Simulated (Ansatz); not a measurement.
Write a Python script for Ansatz's Python interface that makes energies of removing a hydrogen of CH₄BrFGe, SMILES F[CH]([GeH3])Br. Use (for the species named): r2scan0, def2-TZVP basis, multiplicity 1.

```xyz
8

F    -0.1979    1.6681   -0.8927
C    -0.3529    0.3332   -0.8623
Ge    0.4482   -0.3234    0.7540
Br   -2.1402   -0.1617   -0.8892
H     0.1672   -0.1084   -1.7593
H    -0.2384    0.3022    1.9960
H     2.0028    0.0856    0.7897
H     0.4035   -1.8528    0.8081
```

`run_bde.py`
```python
'''Cost of removing each kind of hydrogen from CH4BrFGe, fragments frozen.'''

import ansatz as az


def energy_of(molecule, charge=0, unpaired=0):
    calc = (
        molecule.calculation()
        .basis(gaussian='def2-TZVP')
        .functional('r2scan0')
    )
    if charge:
        calc = calc.charge(charge)
    if unpaired:
        calc = calc.spin('collinear', total=unpaired)
    return calc.run().report['free_energy_ev']

def without(molecule, index):
    rest = az.Crystal.molecule()
    for i, site in enumerate(molecule.cartesian_sites):
        if i != index:
            rest = rest.atom(site.symbol, site.position_ang)
    return rest

ch4brfge = (
    az.Crystal.molecule()
    .atom('F', (-0.1979, 1.6681, -0.8927))
    .atom('C', (-0.3529, 0.3332, -0.8623))
    .atom('Ge', (0.4482, -0.3234, 0.754))
    .atom('Br', (-2.1402, -0.1617, -0.8892))
    .atom('H', (0.1672, -0.1084, -1.7593))
    .atom('H', (-0.2384, 0.3022, 1.996))
    .atom('H', (2.0028, 0.0856, 0.7897))
    .atom('H', (0.4035, -1.8528, 0.8081))
)

whole = energy_of(ch4brfge, 0)
hydrogen = energy_of(az.Crystal.molecule().atom('H', (0, 0, 0)), 0, 1)
print(f'E(molecule) = {whole:.5f} eV, E(H) = {hydrogen:.5f} eV')
for index in [4, 7]:
    radical = energy_of(without(ch4brfge, index), 0, 1)
    print(f'H{index}: homolysis {(radical + hydrogen - whole):.3f} eV')
```

```console
$ python run_bde.py
E(molecule) = -130380.98577 eV, E(H) = -13.60215 eV
H4: homolysis 4.213 eV
H7: homolysis 3.771 eV
```

Caveats:
- Total energies depend on the basis set; only differences at equal settings carry meaning.
- The geometry is a force-field or estimated start, not a minimum of this method, and the basis set is short of its limit. All parts are taken at fixed geometry, without zero-point energy.
- The spin-orbit lowering of heavy atoms is left out.
- The whole script took 80 s on 1 thread of Arm Neoverse V1, on a shared host, peak memory 0.73 GiB.
